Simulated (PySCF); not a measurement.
# Os²⁺: ionisation energy in aug-cc-pwCVTZ-PP with ECP60

Aim: the ionisation energy of osmium from differences of total energies, at each level of theory, and how far each lands from the tabulated value where there is one.

Program: PySCF 2.14.0. Level of theory: unrestricted determinants in a Gaussian basis, no spin-orbit coupling in the energies. These are calculated values, not measurements, unless marked.

## Step 1: The system

```
Element                                   : osmium (Z = 76)
Basis                                     : aug-cc-pwCVTZ-PP with ECP60MDF (8s8p7d4f3g, 122 functions)
Hamiltonian                               : a scalar-relativistic core potential
State 1                                   : Os²⁺: [Xe] 4f14 5d6, high-spin 5D determinant
Needed too, but not shown                 : Os⁺ [Xe] 4f14 5d6 6s1 (6D)
Methods                                   : UHF, LDA, PBE, PBE0, r2SCAN, B3LYP, PW91, BHandHLYP, MP2
Core shells frozen in the correlated runs : valence: 5s2 5p6; valence and next inner shell: nothing (for Os²⁺)
```

Outer shells as boxes (Hund's rule):

Os2+ [Xe] 4f14 5d6
```
[Xe] core
4f [↑↓][↑↓][↑↓][↑↓][↑↓][↑↓][↑↓]
5d [↑↓][↑ ][↑ ][↑ ][↑ ]
```

The runs were made by one driver on top of PySCF. The scripts below sum up each run's settings (the driver also hands on starting orbitals that pick excited configurations, and frozen orbitals as a list rather than a count), and the logs come from the driver's own runs. The driver starts from symmetry-adapted Hartree-Fock orbitals, holds the occupation by maximum overlap and uses a logarithmic radial grid for functionals, so a plain start would take other cycles.

The integrals over 122 functions and the set-up took 5 s of CPU time.

## Step 2: Os²⁺

UHF:

input.py reads:

```python
from pyscf import gto, scf, dft, mp, cc
import basis_set_exchange as bse
txt = bse.get_basis("aug-cc-pwCVTZ-PP", elements=["Os"], fmt="nwchem", header=False)
cut = txt.index("\nECP")
mol = gto.M(atom="Os 0 0 0", charge=2, spin=4, symmetry="D2h",
            basis=gto.basis.parse(txt[:cut]),
            ecp={"Os": gto.basis.parse_ecp(txt[cut:])})
mf = scf.UHF(mol)
mf.irrep_nelec = {'Ag': (3, 1), 'B1g': (1, 1), 'B2g': (1, 0), 'B3g': (1, 0), 'B1u': (1, 1), 'B2u': (1, 1), 'B3u': (1, 1)}
mf.kernel()
```

LDA:

input.py differs from the last one in:

```diff
@@ -7,3 +7,3 @@
             ecp={"Os": gto.basis.parse_ecp(txt[cut:])})
-mf = scf.UHF(mol)
+mf = dft.UKS(mol, xc="LDA,VWN")
 mf.irrep_nelec = {'Ag': (3, 1), 'B1g': (1, 1), 'B2g': (1, 0), 'B3g': (1, 0), 'B1u': (1, 1), 'B2u': (1, 1), 'B3u': (1, 1)}
```

PBE:

input.py differs from the last one in:

```diff
@@ -7,3 +7,3 @@
             ecp={"Os": gto.basis.parse_ecp(txt[cut:])})
-mf = dft.UKS(mol, xc="LDA,VWN")
+mf = dft.UKS(mol, xc="PBE")
 mf.irrep_nelec = {'Ag': (3, 1), 'B1g': (1, 1), 'B2g': (1, 0), 'B3g': (1, 0), 'B1u': (1, 1), 'B2u': (1, 1), 'B3u': (1, 1)}
```

PBE0:

input.py differs from the last one in:

```diff
@@ -7,3 +7,3 @@
             ecp={"Os": gto.basis.parse_ecp(txt[cut:])})
-mf = dft.UKS(mol, xc="PBE")
+mf = dft.UKS(mol, xc="PBE0")
 mf.irrep_nelec = {'Ag': (3, 1), 'B1g': (1, 1), 'B2g': (1, 0), 'B3g': (1, 0), 'B1u': (1, 1), 'B2u': (1, 1), 'B3u': (1, 1)}
```

r2SCAN:

input.py differs from the last one in:

```diff
@@ -7,3 +7,3 @@
             ecp={"Os": gto.basis.parse_ecp(txt[cut:])})
-mf = dft.UKS(mol, xc="PBE0")
+mf = dft.UKS(mol, xc="R2SCAN")
 mf.irrep_nelec = {'Ag': (3, 1), 'B1g': (1, 1), 'B2g': (1, 0), 'B3g': (1, 0), 'B1u': (1, 1), 'B2u': (1, 1), 'B3u': (1, 1)}
```

B3LYP:

input.py differs from the last one in:

```diff
@@ -7,3 +7,3 @@
             ecp={"Os": gto.basis.parse_ecp(txt[cut:])})
-mf = dft.UKS(mol, xc="R2SCAN")
+mf = dft.UKS(mol, xc="B3LYP")
 mf.irrep_nelec = {'Ag': (3, 1), 'B1g': (1, 1), 'B2g': (1, 0), 'B3g': (1, 0), 'B1u': (1, 1), 'B2u': (1, 1), 'B3u': (1, 1)}
```

PW91:

input.py differs from the last one in:

```diff
@@ -7,3 +7,3 @@
             ecp={"Os": gto.basis.parse_ecp(txt[cut:])})
-mf = dft.UKS(mol, xc="B3LYP")
+mf = dft.UKS(mol, xc="PW91,PW91")
 mf.irrep_nelec = {'Ag': (3, 1), 'B1g': (1, 1), 'B2g': (1, 0), 'B3g': (1, 0), 'B1u': (1, 1), 'B2u': (1, 1), 'B3u': (1, 1)}
```

BHandHLYP:

input.py differs from the last one in:

```diff
@@ -7,3 +7,3 @@
             ecp={"Os": gto.basis.parse_ecp(txt[cut:])})
-mf = dft.UKS(mol, xc="PW91,PW91")
+mf = dft.UKS(mol, xc="BHANDHLYP")
 mf.irrep_nelec = {'Ag': (3, 1), 'B1g': (1, 1), 'B2g': (1, 0), 'B3g': (1, 0), 'B1u': (1, 1), 'B2u': (1, 1), 'B3u': (1, 1)}
```

MP2 (valence):

input.py differs from the last one in:

```diff
@@ -7,4 +7,5 @@
             ecp={"Os": gto.basis.parse_ecp(txt[cut:])})
-mf = dft.UKS(mol, xc="BHANDHLYP")
+mf = scf.UHF(mol)
 mf.irrep_nelec = {'Ag': (3, 1), 'B1g': (1, 1), 'B2g': (1, 0), 'B3g': (1, 0), 'B1u': (1, 1), 'B2u': (1, 1), 'B3u': (1, 1)}
 mf.kernel()
+mp.UMP2(mf, frozen=4).kernel()
```

## Step 3: Os²⁺, continued

MP2 (valence and next inner shell):

Edit input.py of step 2 so:

```diff
@@ -10,2 +10,2 @@
 mf.kernel()
-mp.UMP2(mf, frozen=4).kernel()
+mp.UMP2(mf, frozen=0).kernel()
```

What does the calculation give?

**Answer**, as computed:

| quantity | value |
| --- | --- |
| ionisation energy, Os⁺ | UHF 16.027, MP2 (valence and next inner shell) 17.278 eV; reference 17 ± 1 |

The methods span 1.846 eV, from UHF (16.027) to LDA (17.873). The reference is uncertain or not like for like (spin-orbit coupling or other relativistic terms), so no ranking of close methods is drawn. The basis is finite, and no extrapolation was made.
